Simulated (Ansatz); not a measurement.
**CH4AlNO (SMILES C1[NH][AlH][O]1) at HF/3-21G**

What is the energy change on altering one bond length of CH4AlNO at HF/3-21G? 

Program for the calculation: Ansatz 0.2.0.

93 further runs of the same task are left out: 93 set aside as unsound or not needed.

### Step 1. The structure to begin with

The species is CH4AlNO (8 atoms), meant as a singlet with charge 0. As SMILES, `C1[NH][AlH][O]1`. The shape is that of a PBE0-D4/def2-TZVP optimisation.

Bond lengths: C1–N2 1.466 Å, N2–Al3 1.758 Å, C1–O4 1.423 Å, Al3–O4 1.732 Å, C1–H5 1.099 Å, C1–H6 1.099 Å, N2–H7 1.002 Å, Al3–H8 1.569 Å. Some angles: C1–N2–Al3 87.4°, N2–C1–O4 102.5°, N2–Al3–O4 80.4°, C1–O4–Al3 89.8°, C1–N2–H7 120.2°, Al3–N2–H7 152.4°, N2–C1–H5 112.7°, N2–C1–H6 112.7°, O4–C1–H5 109.9°, O4–C1–H6 109.9°.

### Step 2. The energy at HF/3-21G

input.yaml reads:

```yaml
crystal:
  periodic: [false, false, false]
  atoms:
    - {symbol: C, position_ang: [-0.254000, 0.762000, -0.440000]}
    - {symbol: N, position_ang: [0.576900, 0.253100, 0.654700]}
    - {symbol: Al, position_ang: [0.036100, -1.359500, 0.209100]}
    - {symbol: O, position_ang: [-0.820500, -0.429100, -0.975000]}
    - {symbol: H, position_ang: [0.332400, 1.276900, -1.213500]}
    - {symbol: H, position_ang: [-1.052500, 1.431000, -0.090700]}
    - {symbol: H, position_ang: [1.107700, 0.887000, 1.221500]}
    - {symbol: H, position_ang: [0.166000, -2.878600, 0.578000]}
basis:
  gaussian:
    orbitals: 3-21G.json
hamiltonian:
  xc: hf
accuracy: high
output: {orbitals: {seedname: orbitals}}
```

The basis set 3-21G is read from a file made from the Basis Set Exchange's data (not shown).

On the command line:

```console
$ ansatz run input.yaml --threads 1 --pin off --max-ram 3480MiB --events-out events.jsonl --progress --plain --runs-dir runs
```

What it wrote:

```text
Warning: RAYON_NUM_THREADS=1 ignored (pool sized by the plan → 1); use --threads N
Functional definition: HF
  name "HF"
  exchange = exact_x
  correlation = 0
1160 factors; integrals over basis functions are off by at most 3.7e-9 eV
mean field evaluation 1: about -11130.9860 eV, gradient 4.0e1 eV
mean field evaluation 2: about -11131.3255 eV, gradient 4.0e1 eV
mean field evaluation 4: about -11134.5741 eV, gradient 2.2e0 eV
mean field evaluation 8: about -11134.6115 eV, gradient 2.1e-1 eV
mean field evaluation 16: about -11134.6117 eV, gradient 6.9e-8 eV
mean field -11134.61168035 eV, -409.1894319420 hartree, gradient 6.9e-8 eV, S^2 0.000000; 0 other end points of the search recorded, 0 dependent functions left out
reference -11134.61168035 eV, -409.1894319420 hartree; 19, 19 occupied and 29, 29 virtual orbitals, 1160 factors
Total energy: -11134.61168035 eV, -409.1894319420 hartree
```

Run time: 0.48 s. Hardware: 1 thread of Arm Neoverse V2, shared host; peak memory 0.1 GiB.

### Step 3. The distorted shape

run.yaml reads:

```yaml
basis:
  gaussian: {orbitals: 3-21G.json}
crystal:
  periodic: [false, false, false]
  atoms:
    - {symbol: C, position_ang: [-0.357916, 1.977233, -0.735109]}
    - {symbol: "N", position_ang: [0.472984, 1.468333, 0.359591]}
    - {symbol: Al, position_ang: [-0.067816, -0.144267, -0.086009]}
    - {symbol: O, position_ang: [-0.924416, 0.786133, -1.270109]}
    - {symbol: H, position_ang: [0.228484, 2.492133, -1.508609]}
    - {symbol: H, position_ang: [-1.156416, 2.646233, -0.385809]}
    - {symbol: H, position_ang: [1.003784, 2.102233, 0.926391]}
    - {symbol: H, position_ang: [0.166000, -2.878600, 0.578000]}
output: {orbitals: {seedname: orbitals}}
hamiltonian: {xc: hf}
total_charge: 0
accuracy: high
```

The basis set 3-21G is read from a file made from the Basis Set Exchange's data (not shown).

On the command line:

```console
$ ansatz run run.yaml --threads 1 --pin off --max-ram 3480MiB --events-out events.jsonl --progress --plain --runs-dir runs
```

What it wrote:

```text
Warning: RAYON_NUM_THREADS=1 ignored (pool sized by the plan → 1); use --threads N
[... 4 set-up lines as earlier in the session ...]
1152 factors; integrals over basis functions are off by at most 3.3e-9 eV
mean field evaluation 1: about -11127.5159 eV, gradient 3.9e1 eV
mean field evaluation 2: about -11127.8397 eV, gradient 3.9e1 eV
mean field evaluation 4: about -11131.0754 eV, gradient 2.4e0 eV
mean field evaluation 8: about -11131.1232 eV, gradient 2.7e-1 eV
mean field evaluation 16: about -11131.1236 eV, gradient 2.4e-8 eV
mean field evaluation 32: about -11131.1235 eV, gradient 6.2e-2 eV
mean field -11131.12361929 eV, -409.0612480625 hartree, gradient 7.5e-8 eV, S^2 0.000000; 0 other end points of the search recorded, 0 dependent functions left out
reference -11131.12361929 eV, -409.0612480625 hartree; 19, 19 occupied and 29, 29 virtual orbitals, 1152 factors
Total energy: -11131.12361929 eV, -409.0612480625 hartree
```

Run time: 0.54 s. Hardware: 1 thread of Arm Neoverse V2, shared host; peak memory 0.1 GiB.

### Step 4. What came out

Level: HF/3-21G.

```
                                                          quantity          value
                                         first shape: total energy  -409.18943 Eh
                                          first shape: HOMO energy       -9.85 eV
                                          first shape: LUMO energy        2.53 eV
                                        first shape: HOMO–LUMO gap       12.38 eV
                                     distorted shape: total energy  -409.06125 Eh
                                      distorted shape: HOMO energy       -9.19 eV
                                      distorted shape: LUMO energy        0.10 eV
                                    distorted shape: HOMO–LUMO gap        9.29 eV
energy change with the Al3–H8 bond stretched from 1.569 to 2.824 Å       3.488 eV
```

In words: With the Al3–H8 bond stretched from 1.569 to 2.824 Å the energy rises by 3.49 eV (337 kJ/mol). The first shape isn't relaxed at this level, so the change isn't measured from a minimum.
